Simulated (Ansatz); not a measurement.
# GaHCl₂ (singlet): wB97M-V, B2PLYP over a scan of the distance Cl1–Ga2, cc-pVDZ, part 2 of 2

Ansatz 0.2.0, Gaussian basis; cc-pVDZ, all electrons in the functionals, frozen cores in the correlation of double hybrids and RPA.

### Step 11. wB97M-V, 7.155 Å

in.yaml reads:

```yaml
crystal:
  periodic: [false, false, false]
  atoms:
    - {symbol: Cl, position_ang: [0.000000, -2.595286, 4.982293]}
    - {symbol: Ga, position_ang: [0.000000, 1.232029, -1.063010]}
    - {symbol: Cl, position_ang: [0.000000, 0.093381, -2.861522]}
    - {symbol: H, position_ang: [0.000000, 2.777195, -1.063010]}
basis:
  gaussian: {orbitals: cc-pVDZ}
magnetization: {spin_polarized: true, initial_magnetization: 0}
hamiltonian: {xc: {name: wB97M-V}}
output: {orbitals: {seedname: orbitals}}
```

Command:

```sh
> ansatz run in.yaml --threads 1 --pin off --events-out ev --progress --plain --max-ram 2393MiB
```

What it wrote, shortened:

```text
Functional definition: wB97M-V
  name "wB97M-V"
  cite "Mardirossian & Head-Gordon, J. Chem. Phys. 144, 214110 (2016) doi:10.1063/1.4952647"
  cite "Becke, J. Chem. Phys. 107, 8554 (1997) doi:10.1063/1.475007"
  cite "Vydrov & Van Voorhis, J. Chem. Phys. 133, 244103 (2010) doi:10.1063/1.3521275"
  # Of w^i u^j: cxij and so on, Table III.
[...]
  gx(w, u) = 1 - cx + cx01*u + cx10*w
  gss(w, u) = css00 + css04*u^4 + css10*w + css20*w^2 + css43*w^4*u^3
  gos(w, u) = cos00 + cos10*w + (cos20 + cos21*u)*w^2 + (cos60 + cos61*u)*w^6
[...]
      + integral(e_c_pw_mod_opposite_spin*gos(b97_w_opposite, b97_u_opposite)) + vv10(b, c)
757 factors; integrals over basis functions are off by at most 1.0e-3 eV
183 factors; integrals over basis functions are off by at most 4.9e-5 eV
[...]
mean field -77433.27928539 eV, -2845.6205275764 hartree, gradient 3.2e-6 eV, S^2 1.004326; 6 other end points of the search recorded, 0 dependent functions left out
reference -77433.27933477 eV, -2845.6205293910 hartree; 33, 33 occupied and 35, 35 virtual orbitals, 757 factors
Total energy: -77433.27933477 eV, -2845.6205293910 hartree
```

Run time: 1.9 min. Hardware: 1 thread of Intel Xeon at 2.50GHz, shared host; peak memory 0.38 GiB.

From the report: ⟨S²⟩ of the determinant 1.004 (pure singlet: 0.00). The determinant is far from a pure spin state, so its energy mixes those of several spin states (harmless only where they are near-degenerate, as at dissociation).

From 2.129 Å: +4.493 eV.

### Step 12. B2PLYP, 1.684 Å

in.yaml reads:

```yaml
crystal:
  periodic: [false, false, false]
  atoms:
    - {symbol: Cl, position_ang: [0.000000, -0.401301, 1.516860]}
    - {symbol: Ga, position_ang: [0.000000, 0.499495, 0.094039]}
    - {symbol: Cl, position_ang: [0.000000, -0.639153, -1.704473]}
    - {symbol: H, position_ang: [0.000000, 2.044661, 0.094039]}
basis:
  gaussian: {orbitals: cc-pVDZ}
hamiltonian: {xc: {name: B2PLYP}}
correlation: {electrons: outside_noble_gas}
```

Launched as before.

What it wrote, shortened:

```text
Functional definition: B2PLYP
  name "B2PLYP"
  cite "Grimme, J. Chem. Phys. 124, 034108 (2006) doi:10.1063/1.2148954"
  cite "Becke, Phys. Rev. A 38, 3098 (1988) doi:10.1103/PhysRevA.38.3098"
  cite "Lee, Yang & Parr, Phys. Rev. B 37, 785 (1988) doi:10.1103/PhysRevB.37.785"
[...]
760 factors; integrals over basis functions are off by at most 7.8e-4 eV
[...]
mean field -77415.82897714 eV, -2844.9792405763 hartree, gradient 9.0e-6 eV, S^2 0.000000; 0 other end points of the search recorded, 0 dependent functions left out
24 core orbitals not correlated: weight in the atoms' cores, before any rotation towards them, 0.705 or more for the frozen orbitals, at most 0.271 for the correlated occupied ones
reference -77415.82911408 eV, -2844.9792456089 hartree; 9, 9 occupied and 35, 35 virtual orbitals, 760 factors
second order -10.81068060 eV of doubles, -0.00000000 eV of singles
Total energy: -77418.74799784 eV, -2845.0865126086 hartree
```

Run time: 7.5 s. Hardware: 1 thread of Intel Xeon at 2.50GHz, shared host.

### Step 13. B2PLYP, 1.923 Å

in.yaml reads:

```yaml
crystal:
  periodic: [false, false, false]
  atoms:
    - {symbol: Cl, position_ang: [0.000000, -0.497145, 1.668247]}
    - {symbol: Ga, position_ang: [0.000000, 0.531496, 0.043493]}
    - {symbol: Cl, position_ang: [0.000000, -0.607152, -1.755019]}
    - {symbol: H, position_ang: [0.000000, 2.076662, 0.043493]}
basis:
  gaussian: {orbitals: cc-pVDZ}
hamiltonian: {xc: {name: B2PLYP}}
correlation: {electrons: outside_noble_gas}
```

The command is unchanged.

What it wrote, shortened:

```text
Functional definition: B2PLYP
  name "B2PLYP"
  cite "Grimme, J. Chem. Phys. 124, 034108 (2006) doi:10.1063/1.2148954"
  cite "Becke, Phys. Rev. A 38, 3098 (1988) doi:10.1103/PhysRevA.38.3098"
  cite "Lee, Yang & Parr, Phys. Rev. B 37, 785 (1988) doi:10.1103/PhysRevB.37.785"
[...]
760 factors; integrals over basis functions are off by at most 8.3e-4 eV
[...]
mean field -77418.96079633 eV, -2845.0943328089 hartree, gradient 7.9e-6 eV, S^2 0.000000; 0 other end points of the search recorded, 0 dependent functions left out
24 core orbitals not correlated: weight in the atoms' cores, before any rotation towards them, 0.871 or more for the frozen orbitals, at most 0.114 for the correlated occupied ones
reference -77418.96093650 eV, -2845.0943379600 hartree; 9, 9 occupied and 35, 35 virtual orbitals, 760 factors
second order -10.87343020 eV of doubles, -0.00000000 eV of singles
Total energy: -77421.89676266 eV, -2845.2022275812 hartree
```

Run time: 8 s. Hardware: 1 thread of Intel Xeon at 2.50GHz, shared host.

### Step 14. B2PLYP, 2.129 Å

in.yaml reads:

```yaml
crystal:
  periodic: [false, false, false]
  atoms:
    - {symbol: Cl, position_ang: [0.000000, -0.579616, 1.798512]}
    - {symbol: Ga, position_ang: [0.000000, 0.559032, 0.000000]}
    - {symbol: Cl, position_ang: [0.000000, -0.579616, -1.798512]}
    - {symbol: H, position_ang: [0.000000, 2.104198, 0.000000]}
basis:
  gaussian: {orbitals: cc-pVDZ}
hamiltonian: {xc: {name: B2PLYP}}
correlation: {electrons: outside_noble_gas}
```

The command is unchanged.

What it wrote, shortened:

```text
Functional definition: B2PLYP
  name "B2PLYP"
  cite "Grimme, J. Chem. Phys. 124, 034108 (2006) doi:10.1063/1.2148954"
  cite "Becke, Phys. Rev. A 38, 3098 (1988) doi:10.1103/PhysRevA.38.3098"
  cite "Lee, Yang & Parr, Phys. Rev. B 37, 785 (1988) doi:10.1103/PhysRevB.37.785"
[...]
758 factors; integrals over basis functions are off by at most 8.9e-4 eV
[...]
mean field -77419.55648317 eV, -2845.1162238962 hartree, gradient 8.6e-6 eV, S^2 0.000000; 0 other end points of the search recorded, 0 dependent functions left out
24 core orbitals not correlated: weight in the atoms' cores, before any rotation towards them, 0.959 or more for the frozen orbitals, at most 0.038 for the correlated occupied ones
reference -77419.55662555 eV, -2845.1162291288 hartree; 9, 9 occupied and 35, 35 virtual orbitals, 758 factors
second order -10.92538759 eV of doubles, -0.00000000 eV of singles
Total energy: -77422.50648020 eV, -2845.2246342876 hartree
```

Wall time 8.1 s (1 thread of Intel Xeon at 2.50GHz, shared host).

### Step 15. B2PLYP, 2.327 Å

in.yaml reads:

```yaml
crystal:
  periodic: [false, false, false]
  atoms:
    - {symbol: Cl, position_ang: [0.000000, -0.659157, 1.924148]}
    - {symbol: Ga, position_ang: [0.000000, 0.585589, -0.041948]}
    - {symbol: Cl, position_ang: [0.000000, -0.553059, -1.840460]}
    - {symbol: H, position_ang: [0.000000, 2.130755, -0.041948]}
basis:
  gaussian: {orbitals: cc-pVDZ}
hamiltonian: {xc: {name: B2PLYP}}
correlation: {electrons: outside_noble_gas}
```

Same command.

What it wrote, shortened:

```text
Functional definition: B2PLYP
  name "B2PLYP"
  cite "Grimme, J. Chem. Phys. 124, 034108 (2006) doi:10.1063/1.2148954"
  cite "Becke, Phys. Rev. A 38, 3098 (1988) doi:10.1103/PhysRevA.38.3098"
  cite "Lee, Yang & Parr, Phys. Rev. B 37, 785 (1988) doi:10.1103/PhysRevB.37.785"
[...]
756 factors; integrals over basis functions are off by at most 9.3e-4 eV
[...]
mean field -77419.37023284 eV, -2845.1093793229 hartree, gradient 1.5e-6 eV, S^2 0.000000; 0 other end points of the search recorded, 0 dependent functions left out
24 core orbitals not correlated: weight in the atoms' cores, before any rotation towards them, 0.973 or more for the frozen orbitals, at most 0.032 for the correlated occupied ones
reference -77419.37037665 eV, -2845.1093846079 hartree; 9, 9 occupied and 35, 35 virtual orbitals, 756 factors
second order -10.97370228 eV of doubles, -0.00000000 eV of singles
Total energy: -77422.33327627 eV, -2845.2182691604 hartree
```

It took 7.5 s on 1 thread of Intel Xeon at 2.50GHz, shared host.

From 2.129 Å: +0.173 eV.

### Step 16. B2PLYP, 2.573 Å

in.yaml reads:

```yaml
crystal:
  periodic: [false, false, false]
  atoms:
    - {symbol: Cl, position_ang: [0.000000, -0.757809, 2.079969]}
    - {symbol: Ga, position_ang: [0.000000, 0.618527, -0.093974]}
    - {symbol: Cl, position_ang: [0.000000, -0.520121, -1.892486]}
    - {symbol: H, position_ang: [0.000000, 2.163693, -0.093974]}
basis:
  gaussian: {orbitals: cc-pVDZ}
hamiltonian: {xc: {name: B2PLYP}}
correlation: {electrons: outside_noble_gas}
```

Same command.

What it wrote, shortened:

```text
Functional definition: B2PLYP
  name "B2PLYP"
  cite "Grimme, J. Chem. Phys. 124, 034108 (2006) doi:10.1063/1.2148954"
  cite "Becke, Phys. Rev. A 38, 3098 (1988) doi:10.1103/PhysRevA.38.3098"
  cite "Lee, Yang & Parr, Phys. Rev. B 37, 785 (1988) doi:10.1103/PhysRevB.37.785"
[...]
756 factors; integrals over basis functions are off by at most 9.6e-4 eV
[...]
mean field -77418.74072516 eV, -2845.0862453425 hartree, gradient 2.8e-6 eV, S^2 0.000000; 0 other end points of the search recorded, 0 dependent functions left out
24 core orbitals not correlated: weight in the atoms' cores, before any rotation towards them, 0.974 or more for the frozen orbitals, at most 0.032 for the correlated occupied ones
reference -77418.74086944 eV, -2845.0862506445 hartree; 9, 9 occupied and 35, 35 virtual orbitals, 756 factors
second order -11.03866846 eV of doubles, -0.00000000 eV of singles
Total energy: -77421.72130992 eV, -2845.1957798121 hartree
```

Run time: 7 s. Hardware: 1 thread of Intel Xeon at 2.50GHz, shared host.

From 2.129 Å: +0.785 eV.

### Step 17. B2PLYP, 2.981 Å

in.yaml reads:

```yaml
crystal:
  periodic: [false, false, false]
  atoms:
    - {symbol: Cl, position_ang: [0.000000, -0.921425, 2.338404]}
    - {symbol: Ga, position_ang: [0.000000, 0.673156, -0.180261]}
    - {symbol: Cl, position_ang: [0.000000, -0.465492, -1.978773]}
    - {symbol: H, position_ang: [0.000000, 2.218322, -0.180261]}
basis:
  gaussian: {orbitals: cc-pVDZ}
hamiltonian: {xc: {name: B2PLYP}}
correlation: {electrons: outside_noble_gas}
```

The command is unchanged.

What it wrote, shortened:

```text
Functional definition: B2PLYP
  name "B2PLYP"
  cite "Grimme, J. Chem. Phys. 124, 034108 (2006) doi:10.1063/1.2148954"
  cite "Becke, Phys. Rev. A 38, 3098 (1988) doi:10.1103/PhysRevA.38.3098"
  cite "Lee, Yang & Parr, Phys. Rev. B 37, 785 (1988) doi:10.1103/PhysRevB.37.785"
[...]
756 factors; integrals over basis functions are off by at most 9.9e-4 eV
[...]
mean field -77417.52274125 eV, -2845.0414852595 hartree, gradient 4.4e-6 eV, S^2 0.000000; 0 other end points of the search recorded, 0 dependent functions left out
24 core orbitals not correlated: weight in the atoms' cores, before any rotation towards them, 0.976 or more for the frozen orbitals, at most 0.030 for the correlated occupied ones
reference -77417.52288908 eV, -2845.0414906920 hartree; 9, 9 occupied and 35, 35 virtual orbitals, 756 factors
second order -11.17932923 eV of doubles, -0.00000000 eV of singles
Total energy: -77420.54130797 eV, -2845.1524155404 hartree
```

It took 8 s on 1 thread of Intel Xeon at 2.50GHz, shared host.

From 2.129 Å: +1.965 eV.

### Step 18. B2PLYP, 3.486 Å

in.yaml reads:

```yaml
crystal:
  periodic: [false, false, false]
  atoms:
    - {symbol: Cl, position_ang: [0.000000, -1.123941, 2.658280]}
    - {symbol: Ga, position_ang: [0.000000, 0.740772, -0.287062]}
    - {symbol: Cl, position_ang: [0.000000, -0.397876, -2.085574]}
    - {symbol: H, position_ang: [0.000000, 2.285938, -0.287062]}
basis:
  gaussian: {orbitals: cc-pVDZ}
magnetization: {spin_polarized: true, initial_magnetization: 0}
hamiltonian: {xc: {name: B2PLYP}}
correlation: {electrons: outside_noble_gas}
```

Launched as before.

What it wrote, shortened:

```text
Functional definition: B2PLYP
  name "B2PLYP"
  cite "Grimme, J. Chem. Phys. 124, 034108 (2006) doi:10.1063/1.2148954"
  cite "Becke, Phys. Rev. A 38, 3098 (1988) doi:10.1103/PhysRevA.38.3098"
  cite "Lee, Yang & Parr, Phys. Rev. B 37, 785 (1988) doi:10.1103/PhysRevB.37.785"
[...]
756 factors; integrals over basis functions are off by at most 1.0e-3 eV
[...]
mean field -77416.38645504 eV, -2844.9997275114 hartree, gradient 3.1e-6 eV, S^2 0.414993; 8 other end points of the search recorded, 0 dependent functions left out
24 core orbitals not correlated: weight in the atoms' cores, before any rotation towards them, 0.973 or more for the frozen orbitals, at most 0.033 for the correlated occupied ones
reference -77416.38661076 eV, -2844.9997332338 hartree; 9, 9 occupied and 35, 35 virtual orbitals, 756 factors
second order -10.61912706 eV of doubles, -0.00000000 eV of singles
Total energy: -77419.25377506 eV, -2845.1050995786 hartree
```

Run time: 34 s. Hardware: 1 thread of Intel Xeon at 2.50GHz, shared host.

From the report: ⟨S²⟩ of the determinant 0.415 (pure singlet: 0.00).

From 2.129 Å: +3.253 eV.

### Step 19. B2PLYP, 3.936 Å

in.yaml reads:

```yaml
crystal:
  periodic: [false, false, false]
  atoms:
    - {symbol: Cl, position_ang: [0.000000, -1.304400, 2.943319]}
    - {symbol: Ga, position_ang: [0.000000, 0.801025, -0.382231]}
    - {symbol: Cl, position_ang: [0.000000, -0.337623, -2.180743]}
    - {symbol: H, position_ang: [0.000000, 2.346191, -0.382231]}
basis:
  gaussian: {orbitals: cc-pVDZ}
magnetization: {spin_polarized: true, initial_magnetization: 0}
hamiltonian: {xc: {name: B2PLYP}}
correlation: {electrons: outside_noble_gas}
```

Launched as before.

What it wrote, shortened:

```text
Functional definition: B2PLYP
  name "B2PLYP"
  cite "Grimme, J. Chem. Phys. 124, 034108 (2006) doi:10.1063/1.2148954"
  cite "Becke, Phys. Rev. A 38, 3098 (1988) doi:10.1103/PhysRevA.38.3098"
  cite "Lee, Yang & Parr, Phys. Rev. B 37, 785 (1988) doi:10.1103/PhysRevB.37.785"
[...]
757 factors; integrals over basis functions are off by at most 1.0e-3 eV
[...]
mean field -77415.93239688 eV, -2844.9830411817 hartree, gradient 1.5e-6 eV, S^2 0.724309; 7 other end points of the search recorded, 0 dependent functions left out
24 core orbitals not correlated: weight in the atoms' cores, before any rotation towards them, 0.967 or more for the frozen orbitals, at most 0.039 for the correlated occupied ones
reference -77415.93255527 eV, -2844.9830470024 hartree; 9, 9 occupied and 35, 35 virtual orbitals, 757 factors
second order -10.19994707 eV of doubles, -0.00000000 eV of singles
Total energy: -77418.68654098 eV, -2845.0842541105 hartree
```

It took 31 s on 1 thread of Intel Xeon at 2.50GHz, shared host.

From the report: ⟨S²⟩ of the determinant 0.724 (pure singlet: 0.00). The determinant is far from a pure spin state, so its energy mixes those of several spin states (harmless only where they are near-degenerate, as at dissociation).

From 2.129 Å: +3.820 eV.

### Step 20. B2PLYP, 4.746 Å

in.yaml reads:

```yaml
crystal:
  periodic: [false, false, false]
  atoms:
    - {symbol: Cl, position_ang: [0.000000, -1.629227, 3.456388]}
    - {symbol: Ga, position_ang: [0.000000, 0.909479, -0.553536]}
    - {symbol: Cl, position_ang: [0.000000, -0.229169, -2.352048]}
    - {symbol: H, position_ang: [0.000000, 2.454645, -0.553536]}
basis:
  gaussian: {orbitals: cc-pVDZ}
magnetization: {spin_polarized: true, initial_magnetization: 0}
hamiltonian: {xc: {name: B2PLYP}}
correlation: {electrons: outside_noble_gas}
```

The command is unchanged.

What it wrote, shortened:

```text
Functional definition: B2PLYP
  name "B2PLYP"
  cite "Grimme, J. Chem. Phys. 124, 034108 (2006) doi:10.1063/1.2148954"
  cite "Becke, Phys. Rev. A 38, 3098 (1988) doi:10.1103/PhysRevA.38.3098"
  cite "Lee, Yang & Parr, Phys. Rev. B 37, 785 (1988) doi:10.1103/PhysRevB.37.785"
[...]
757 factors; integrals over basis functions are off by at most 1.0e-3 eV
[...]
mean field -77415.65352421 eV, -2844.9727928001 hartree, gradient 1.8e-6 eV, S^2 0.951724; 10 other end points of the search recorded, 0 dependent functions left out
24 core orbitals not correlated: weight in the atoms' cores, before any rotation towards them, 0.959 or more for the frozen orbitals, at most 0.046 for the correlated occupied ones
reference -77415.65368949 eV, -2844.9727988742 hartree; 9, 9 occupied and 35, 35 virtual orbitals, 757 factors
second order -9.83033942 eV of doubles, -0.00000000 eV of singles
Total energy: -77418.30788114 eV, -2845.0703386180 hartree
```

Wall time 45 s (1 thread of Intel Xeon at 2.50GHz, shared host).

From the report: ⟨S²⟩ of the determinant 0.952 (pure singlet: 0.00). The determinant is far from a pure spin state, so its energy mixes those of several spin states (harmless only where they are near-degenerate, as at dissociation).

From 2.129 Å: +4.199 eV.

### Step 21. B2PLYP, 5.869 Å

in.yaml reads:

```yaml
crystal:
  periodic: [false, false, false]
  atoms:
    - {symbol: Cl, position_ang: [0.000000, -2.079573, 4.167717]}
    - {symbol: Ga, position_ang: [0.000000, 1.059842, -0.791037]}
    - {symbol: Cl, position_ang: [0.000000, -0.078806, -2.589549]}
    - {symbol: H, position_ang: [0.000000, 2.605008, -0.791037]}
basis:
  gaussian: {orbitals: cc-pVDZ}
magnetization: {spin_polarized: true, initial_magnetization: 0}
hamiltonian: {xc: {name: B2PLYP}}
correlation: {electrons: outside_noble_gas}
```

Launched as before.

What it wrote, shortened:

```text
Functional definition: B2PLYP
  name "B2PLYP"
  cite "Grimme, J. Chem. Phys. 124, 034108 (2006) doi:10.1063/1.2148954"
  cite "Becke, Phys. Rev. A 38, 3098 (1988) doi:10.1103/PhysRevA.38.3098"
  cite "Lee, Yang & Parr, Phys. Rev. B 37, 785 (1988) doi:10.1103/PhysRevB.37.785"
[...]
757 factors; integrals over basis functions are off by at most 1.0e-3 eV
[...]
mean field -77415.60455741 eV, -2844.9709933035 hartree, gradient 1.1e-9 eV, S^2 1.007437; 8 other end points of the search recorded, 0 dependent functions left out
24 core orbitals not correlated: weight in the atoms' cores, before any rotation towards them, 0.956 or more for the frozen orbitals, at most 0.050 for the correlated occupied ones
reference -77415.60473316 eV, -2844.9709997622 hartree; 9, 9 occupied and 35, 35 virtual orbitals, 757 factors
second order -9.70942701 eV of doubles, -0.00000000 eV of singles
Total energy: -77418.22627846 eV, -2845.0673397747 hartree
```

It took 56 s on 1 thread of Intel Xeon at 2.50GHz, shared host.

From the report: ⟨S²⟩ of the determinant 1.007 (pure singlet: 0.00). The determinant is far from a pure spin state, so its energy mixes those of several spin states (harmless only where they are near-degenerate, as at dissociation).

From 2.129 Å: +4.280 eV.

### Step 22. B2PLYP, 7.155 Å

in.yaml reads:

```yaml
crystal:
  periodic: [false, false, false]
  atoms:
    - {symbol: Cl, position_ang: [0.000000, -2.595286, 4.982293]}
    - {symbol: Ga, position_ang: [0.000000, 1.232029, -1.063010]}
    - {symbol: Cl, position_ang: [0.000000, 0.093381, -2.861522]}
    - {symbol: H, position_ang: [0.000000, 2.777195, -1.063010]}
basis:
  gaussian: {orbitals: cc-pVDZ}
magnetization: {spin_polarized: true, initial_magnetization: 0}
hamiltonian: {xc: {name: B2PLYP}}
correlation: {electrons: outside_noble_gas}
```

Launched as before.

What it wrote, shortened:

```text
Functional definition: B2PLYP
  name "B2PLYP"
  cite "Grimme, J. Chem. Phys. 124, 034108 (2006) doi:10.1063/1.2148954"
  cite "Becke, Phys. Rev. A 38, 3098 (1988) doi:10.1103/PhysRevA.38.3098"
  cite "Lee, Yang & Parr, Phys. Rev. B 37, 785 (1988) doi:10.1103/PhysRevB.37.785"
[...]
757 factors; integrals over basis functions are off by at most 1.0e-3 eV
[...]
mean field -77415.60239469 eV, -2844.9709138249 hartree, gradient 5.0e-10 eV, S^2 1.008658; 6 other end points of the search recorded, 0 dependent functions left out
24 core orbitals not correlated: weight in the atoms' cores, before any rotation towards them, 0.956 or more for the frozen orbitals, at most 0.050 for the correlated occupied ones
reference -77415.60258503 eV, -2844.9709208196 hartree; 9, 9 occupied and 35, 35 virtual orbitals, 757 factors
second order -9.70510167 eV of doubles, -0.00000000 eV of singles
Total energy: -77418.22296248 eV, -2845.0672179148 hartree
```

Wall time 50 s (1 thread of Intel Xeon at 2.50GHz, shared host).

From the report: ⟨S²⟩ of the determinant 1.009 (pure singlet: 0.00). The determinant is far from a pure spin state, so its energy mixes those of several spin states (harmless only where they are near-degenerate, as at dissociation).

From 2.129 Å: +4.284 eV.

### Step 23. The comparison

The yardstick is RCCSDT(Q), where the cluster series has nearly closed. It comes from earlier runs at the same points. Energies in eV, counted from 2.129 Å; blanks weren't run or aren't comparable.

| level | 1.684 Å | 1.923 Å | 2.129 Å | 2.327 Å | 2.573 Å | 2.981 Å | 3.486 Å | 3.936 Å | 4.746 Å | 5.869 Å | 7.155 Å |
| --- | --- | --- | --- | --- | --- | --- | --- | --- | --- | --- | --- |
| RCCSDT(Q) | 3.921 | 0.647 | 0.000 | 0.168 | 0.789 | 1.994 |  |  |  |  |  |
| wB97M-V | 3.604 | 0.553 | 0.000 | 0.216 | 0.874 | 2.136 | 3.443 | 4.061 | 4.430 |  | 4.493 |
| B2PLYP | 3.758 | 0.610 | 0.000 | 0.173 | 0.785 | 1.965 | 3.253 | 3.820 | 4.199 | 4.280 | 4.284 |

Largest miss and mean time a point (RCCSDT(Q) took 2.6 min a point; shared hosts):

| level | largest miss (eV) | where | time a point |
| --- | --- | --- | --- |
| wB97M-V | -0.317 | 1.684 Å | 50 s |
| B2PLYP | -0.162 | 1.684 Å | 24 s |

### Step 24. Results

The summary covers parts 1 to 2.

```
                                              quantity                value
span of the RCCSDT(Q) curve (points where it is known)             3.921 eV
                                 largest miss, wB97M-V  -0.317 eV (1.684 Å)
                                  largest miss, B2PLYP  -0.162 eV (1.684 Å)
```

Misses are known at 5 of 10 points at best, and only functionals with that many are ranked. Of the functionals, B2PLYP keep the smallest largest miss at the points compared (at most 0.162 eV) and wB97M-V strays most (0.317 eV, at 1.684 Å). wB97M-V, B2PLYP clearly break the spin symmetry at some points (⟨S²⟩ up to 1.01 above the pure value), so energy there is bought with a mixed spin. Functionals and the yardstick converge differently with the basis, so part of each miss in cc-pVDZ is the basis. The program flags that the yardstick's amplitudes may have other solutions at some points.
